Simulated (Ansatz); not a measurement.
# C₂H₅FS₂Si: a ladder of functionals and wavefunction methods

One table from this session's results is given with a row withheld; the runs are named, their logs left out.

Method: functionals in def2-TZVPP, the program's frozen cores in correlated methods; program: Ansatz 0.2.0, Gaussian basis.

Plan: PBE-D4, r2SCAN-D4, PBE0-D4, B3LYP-D4, ωB97X-V, ωB97M-V, B2PLYP; CCSD(T)/def2-TZVPP; MP2/def2-QZVPP; extrapolation to the limit.

## The relaxed structure

All runs share one geometry, relaxed beforehand with PBE0-D4 in a triple-zeta def2 set.

SMILES `C=C(S)S[SiH2]F`, 11 atoms, charge 0, spin multiplicity 1.

Atoms are counted from 1 here; the program's logs count them from 0.

Bond lengths: C1–C2 1.330 Å, C1–H7 1.082 Å, C1–H8 1.084 Å, C2–S3 1.759 Å, C2–S4 1.783 Å, S3–H9 1.341 Å, S4–Si5 2.118 Å, Si5–F6 1.598 Å, Si5–H10 1.480 Å, Si5–H11 1.477 Å. Angles: C2–C1–H7 120.7°, C2–C1–H8 120.9°, H7–C1–H8 118.3°, C1–C2–S3 121.1°, C1–C2–S4 121.4°, S3–C2–S4 117.5°, C2–S3–H9 96.4°, C2–S4–Si5 96.7°, S4–Si5–F6 111.2°, S4–Si5–H10 106.4°, S4–Si5–H11 110.2°, F6–Si5–H10 108.0°, F6–Si5–H11 107.1°, H10–Si5–H11 114.0°.

The first run:

Input file in.yaml:

```yaml
crystal:
  periodic: [false, false, false]
  atoms:
    - {symbol: C, position_ang: [-1.422328, 0.286538, 1.148871]}
    - {symbol: C, position_ang: [-0.139672, -0.054311, 1.058920]}
    - {symbol: S, position_ang: [1.103544, 0.846638, 1.917682]}
    - {symbol: S, position_ang: [0.391020, -1.407026, 0.024984]}
    - {symbol: Si, position_ang: [0.526064, -0.302587, -1.777236]}
    - {symbol: F, position_ang: [-0.923541, 0.035215, -2.358198]}
    - {symbol: H, position_ang: [-2.170783, -0.216243, 0.551270]}
    - {symbol: H, position_ang: [-1.742951, 1.079713, 1.814743]}
    - {symbol: H, position_ang: [2.018657, -0.133729, 1.927861]}
    - {symbol: H, position_ang: [1.216673, -1.176381, -2.751547]}
    - {symbol: H, position_ang: [1.208817, 0.985074, -1.536750]}
basis:
  gaussian: {orbitals: def2-TZVPP}
hamiltonian: {xc: pbe, dispersion: d4}
output: {forces: true, orbitals: {seedname: orbitals}}
```

The run is started by

```
$ ansatz run in.yaml --threads 4 --pin off --events-out ev --progress --plain --max-ram 10444MiB
```

Steps of the session up to this table: PBE-D4 (GGA); r2SCAN-D4 (meta-GGA); PBE0-D4 (hybrid); B3LYP-D4 (hybrid); ωB97X-V (range-separated); ωB97M-V (range-separated); B2PLYP (double hybrid); CCSD(T) in def2-TZVPP; MP2 in def2-QZVPP.

One of the session's tables, all rows but one given; the rest of the session is left out.

```
            method  atomisation energy (kcal/mol)
            PBE-D4                          987.4
         r2SCAN-D4                          970.5
           PBE0-D4                          967.6
          B3LYP-D4                          962.1
           ωB97X-V                          969.6
           ωB97M-V                          970.3
            B2PLYP                          950.8
     HF/def2-TZVPP                          691.5
    MP2/def2-TZVPP                              ?
   CCSD/def2-TZVPP                          917.9
CCSD(T)/def2-TZVPP                          936.5
           MP2/CBS                          988.9
       CCSD(T)/CBS                          966.5
```

Q: Estimate the row for MP2/def2-TZVPP from the others.

**Answer.** atomisation energy (kcal/mol): 958.8. In the column «atomisation energy (kcal/mol)» it lies between B2PLYP (950.8) and B3LYP-D4 (962.1).
